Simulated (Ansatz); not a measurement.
**CH7BGaNO: a ladder of functionals and wavefunction methods**

How much do the methods differ for CH7BGaNO? The plan is to run it at one geometry with functionals of several rungs and with coupled cluster. The yardstick is the atomisation energy at the CCSD(T) limit.

The runs use Ansatz 0.2.0, Gaussian basis; functionals in def2-TZVPP, the program's frozen cores in correlated methods.

Plan: LDA (SPW92), PBE-D4, revPBE-D4, BLYP-D4, r2SCAN-D4, B97M-V, PBE0-D4, B3LYP-D4, r2SCANh-D4, r2SCAN0-D4, HSE06-D4, BHLYP-D4, CAM-B3LYP-D4, LC-ωPBE, ωB97X-V, ωB97M-V, B2PLYP, PBE-QIDH; CCSD(T)/def2-SVP; CCSD(T)/def2-TZVPP; MP2/def2-QZVPP; extrapolation to the limit; RPA on PBE.

### Step 1. The geometry

All runs share one geometry, relaxed beforehand with PBE0-D4 in a triple-zeta def2 set.

SMILES `C[BH][Ga]([NH2])[OH]`, 12 atoms, charge 0, spin multiplicity 1.

Atoms are counted from 1 here; the program's logs count them from 0.

Bond lengths: C1–B2 1.551 Å, C1–H6 1.091 Å, C1–H7 1.093 Å, C1–H8 1.106 Å, B2–Ga3 2.086 Å, B2–H9 1.201 Å, Ga3–N4 1.825 Å, Ga3–O5 1.803 Å, N4–H10 1.006 Å, N4–H11 1.005 Å, O5–H12 0.959 Å. Angles: B2–C1–H6 116.6°, B2–C1–H7 114.5°, B2–C1–H8 102.7°, H6–C1–H7 110.3°, H6–C1–H8 106.1°, H7–C1–H8 105.3°, C1–B2–Ga3 123.1°, C1–B2–H9 117.9°, Ga3–B2–H9 118.9°, B2–Ga3–N4 128.1°, B2–Ga3–O5 118.1°, N4–Ga3–O5 113.8°, Ga3–N4–H10 124.5°, Ga3–N4–H11 123.8°, H10–N4–H11 111.4°, Ga3–O5–H12 114.4°.

### Step 2. LDA

This LDA is Slater exchange with PW92 correlation.

File in.yaml:

```yaml
crystal:
  periodic: [false, false, false]
  atoms:
    - {symbol: C, position_ang: [1.338311, 1.821528, -0.217447]}
    - {symbol: B, position_ang: [1.244198, 0.274664, -0.162863]}
    - {symbol: Ga, position_ang: [-0.568450, -0.757883, -0.179917]}
    - {symbol: N, position_ang: [-1.339862, -1.701815, 1.178524]}
    - {symbol: O, position_ang: [-1.538414, -0.744678, -1.699767]}
    - {symbol: H, position_ang: [0.482286, 2.347374, -0.642205]}
    - {symbol: H, position_ang: [2.268118, 2.204964, -0.644999]}
    - {symbol: H, position_ang: [1.370896, 2.101288, 0.852458]}
    - {symbol: H, position_ang: [2.265184, -0.347238, -0.046099]}
    - {symbol: H, position_ang: [-2.255529, -2.116539, 1.136596]}
    - {symbol: H, position_ang: [-0.930229, -1.806517, 2.090767]}
    - {symbol: H, position_ang: [-2.336507, -1.275158, -1.665038]}
basis:
  gaussian: {orbitals: def2-TZVPP}
hamiltonian: {xc: lda}
output: {orbitals: {seedname: orbitals}}
```

Run with:

```
$ ansatz run in.yaml --threads 2 --pin off --events-out ev --progress --plain --max-ram 22528MiB --backend cpu
```

After this run come: PBE-D4 (GGA); revPBE-D4 (GGA); BLYP-D4 (GGA); r2SCAN-D4 (meta-GGA); B97M-V (meta-GGA); PBE0-D4 (hybrid); B3LYP-D4 (hybrid); r2SCANh-D4 (hybrid); r2SCAN0-D4 (hybrid); HSE06-D4 (hybrid); BHLYP-D4 (hybrid); CAM-B3LYP-D4 (range-separated); LC-ωPBE (range-separated); ωB97X-V (range-separated); ωB97M-V (range-separated); B2PLYP (double hybrid); PBE-QIDH (double hybrid); CCSD(T) in def2-SVP; CCSD(T) in def2-TZVPP; MP2 in def2-QZVPP; RPA on PBE orbitals.

**Question.** What will the summary of the whole plan be? Wanted: atomisation energy, CCSD(T)/CBS; farthest beyond LDA; mean size of error, GGA; mean size of error, meta-GGA; mean size of error, hybrid; mean size of error, range-separated; mean size of error, double hybrid; gap, smallest and largest; T1 diagnostic.

As calculated:

| quantity | value |
| --- | --- |
| atomisation energy, CCSD(T)/CBS | 1002.8 kcal/mol |
| functionals within 10.0 kcal/mol (1.0 %) | BLYP-D4, r2SCAN-D4, B97M-V, PBE0-D4, B3LYP-D4, r2SCANh-D4, HSE06-D4, CAM-B3LYP-D4, LC-ωPBE, ωB97X-V, ωB97M-V, PBE-QIDH |
| farthest beyond LDA | BHLYP-D4 (-31.9 kcal/mol) |
| mean size of error, GGA | 10.5 kcal/mol |
| mean size of error, meta-GGA | 1.2 kcal/mol |
| mean size of error, hybrid | 11.0 kcal/mol |
| mean size of error, range-separated | 1.8 kcal/mol |
| mean size of error, double hybrid | 10.5 kcal/mol |
| gap, smallest and largest | 2.79 eV (LDA (SPW92)), 10.45 eV (LC-ωPBE) |
| T1 diagnostic | 0.0133 |
| triples share of the correlation energy | 3.7 % |

What this shows: LDA overbinds by 140.7 kcal/mol (14 %). PBE-D4 is off by +13.8 kcal/mol. Double hybrids carry the basis error of their MP2 part in triple zeta, and no dispersion term here, so their miss is partly the set-up's. The rungs meta-GGA, range-separated miss on average by less than the doubt on the reference (10.0 kcal/mol), so they tie. The reference freezes the cores and leaves out relativity and excitations past (T), and its outer-core shells are covered unevenly, so misses under about 10.0 kcal/mol can't be ranked. Hartree-Fock recovers 72 % of the binding; the rest is correlation. CCSD(T) in def2-SVP is off by -62.5 kcal/mol, worse than the median functional, from the basis alone. The gap grows from 2.8 to 10.4 eV across the functionals, mostly with the share of exact exchange. Correlated methods include outer-core shells of Ga, which these sets cover unevenly.
